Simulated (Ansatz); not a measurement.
# MoS2: the cost of one run

Method: DFT PBE+D3(BJ), scalar-relativistic, plane waves, PAW, in Ansatz 0.2.0.

1 further run of the same task is left out (set aside as unsound or not needed).

## (1) The starting structure

It takes space group P6_3/mmc (No. 194, hexagonal). Conventional cell: a = 3.169 Å, b = 3.169 Å, c = 12.324 Å, α = 90.00°, β = 90.00°, γ = 120.00°. Mo (site symmetry -6m2) is surrounded by 6 S at 2.41 Å. Around S (site symmetry 3m) lie 3 Mo at 2.41 Å.

As a file:

```cif
data_structure
_symmetry_space_group_name_H-M 'P6_3/mmc'
_symmetry_Int_Tables_number 194
_cell_length_a 3.1690
_cell_length_b 3.1690
_cell_length_c 12.3240
_cell_angle_alpha 90.000
_cell_angle_beta 90.000
_cell_angle_gamma 120.000
_cell_volume 107.18
loop_
_atom_site_label
_atom_site_type_symbol
_atom_site_symmetry_multiplicity
_atom_site_Wyckoff_symbol
_atom_site_fract_x
_atom_site_fract_y
_atom_site_fract_z
_atom_site_occupancy
Mo1 Mo 2 c 0.33333 0.66667 0.25000 1
S1 S 4 f 0.33333 0.66667 0.62300 1
```

Source of the structure: the Crystallography Open Database.

(A quick probe on a coarse mesh, which set the mesh and smearing, is not shown.)

## (3) Full relaxation

input.yaml

```yaml
crystal:
  lattice:
    - [3.169, 0.0, 0.0]
    - [-1.5845, 2.7444345046, 0.0]
    - [0.0, 0.0, 12.324]
  atoms:
    - { symbol: Mo, position: [0.3333333333, 0.6666666667, 0.25] }
    - { symbol: Mo, position: [0.6666666667, 0.3333333333, 0.75] }
    - { symbol: S, position: [0.3333333333, 0.6666666667, 0.623] }
    - { symbol: S, position: [0.6666666667, 0.3333333333, 0.123] }
    - { symbol: S, position: [0.3333333333, 0.6666666667, 0.877] }
    - { symbol: S, position: [0.6666666667, 0.3333333333, 0.377] }
basis:
  ecutwfc: 420
kpoints:
  mp_grid: { grid: [6, 6, 1] }
hamiltonian:
  xc: pbe
  dispersion: d3bj
scf:
  occupations: { method: gaussian, width: 0.02 }
output:
  forces: true
  stress: true
  eigenvalues: true
  write_density: true
  write_potential: true
  elf: true
  volumetric_format: npy
relax:
  adjacent_minimum: "off"
  f_tol: 0.005
  max_steps: 80
  cell: { stress_tol: 0.05 }
```

Run with:

```bash
> ansatz run input.yaml --threads 1 --pin off --max-ram 2560MiB --backend cpu --events-out ev --progress --plain --runs-dir out
```

Q: Estimate wall time and peak memory on 1 thread of Arm Neoverse V1, shared host.

About 12 s, with a peak of 0.35 GiB.
